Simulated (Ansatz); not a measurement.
# C2H7InO: the cost of one run

Program: Ansatz 0.2.0, Gaussian basis. Level of theory: the settings change from run to run. These are calculated values, not measurements.

## 1. The relaxed structure

An earlier PBE0-D4 in a triple-zeta def2 set relaxation fixed the geometry. In takes a core potential in def2 sets; no spin-orbit term is included.

SMILES `C[O][InH][CH3]`, 11 atoms, charge 0, spin multiplicity 1.

Atoms are counted from 1 here; the program's logs count them from 0.

Bond lengths: C1–O2 1.395 Å, C1–H5 1.102 Å, C1–H6 1.099 Å, C1–H7 1.099 Å, O2–In3 1.996 Å, In3–C4 2.141 Å, In3–H8 1.707 Å, C4–H9 1.089 Å, C4–H10 1.091 Å, C4–H11 1.091 Å. Angles: O2–C1–H5 114.0°, O2–C1–H6 110.6°, O2–C1–H7 110.6°, H5–C1–H6 107.1°, H5–C1–H7 107.1°, H6–C1–H7 107.3°, C1–O2–In3 123.9°, O2–In3–C4 112.6°, O2–In3–H8 110.0°, C4–In3–H8 137.4°, In3–C4–H9 111.3°, In3–C4–H10 109.5°, In3–C4–H11 109.5°, H9–C4–H10 109.1°, H9–C4–H11 109.1°, H10–C4–H11 108.2°.

## 2. revPBE/def2-TZVPD

This run has density fitting with def2-universal-jkfit, high accuracy.

in.yaml

```yaml
crystal:
  periodic: [false, false, false]
  atoms:
    - {symbol: C, position_ang: [-0.586850, 1.768142, 0.411640]}
    - {symbol: O, position_ang: [-0.289352, 1.342097, -0.883216]}
    - {symbol: In, position_ang: [0.326437, -0.502272, -1.336082]}
    - {symbol: C, position_ang: [0.481217, -1.763790, 0.386631]}
    - {symbol: H, position_ang: [-0.454428, 0.989997, 1.180084]}
    - {symbol: H, position_ang: [0.052719, 2.614650, 0.696438]}
    - {symbol: H, position_ang: [-1.628646, 2.110632, 0.475832]}
    - {symbol: H, position_ang: [0.585707, -0.633500, -3.017950]}
    - {symbol: H, position_ang: [0.825602, -2.761576, 0.117472]}
    - {symbol: H, position_ang: [1.181421, -1.323614, 1.098491]}
    - {symbol: H, position_ang: [-0.493827, -1.840756, 0.870660]}
basis:
  gaussian: {orbitals: def2-TZVPD, fitting: {mean_field: def2-universal-jkfit}}
hamiltonian: {xc: {name: revPBE}}
accuracy: high
```

The run is started by

```console
> ansatz run in.yaml --threads 4 --pin off --events-out ev --progress --plain --max-ram 10444MiB
```

**Question.** How long does this run take on 4 threads of Arm Neoverse V2, shared host, and how much memory does it need?

About 4.3 s, with a peak of 0.34 GiB.
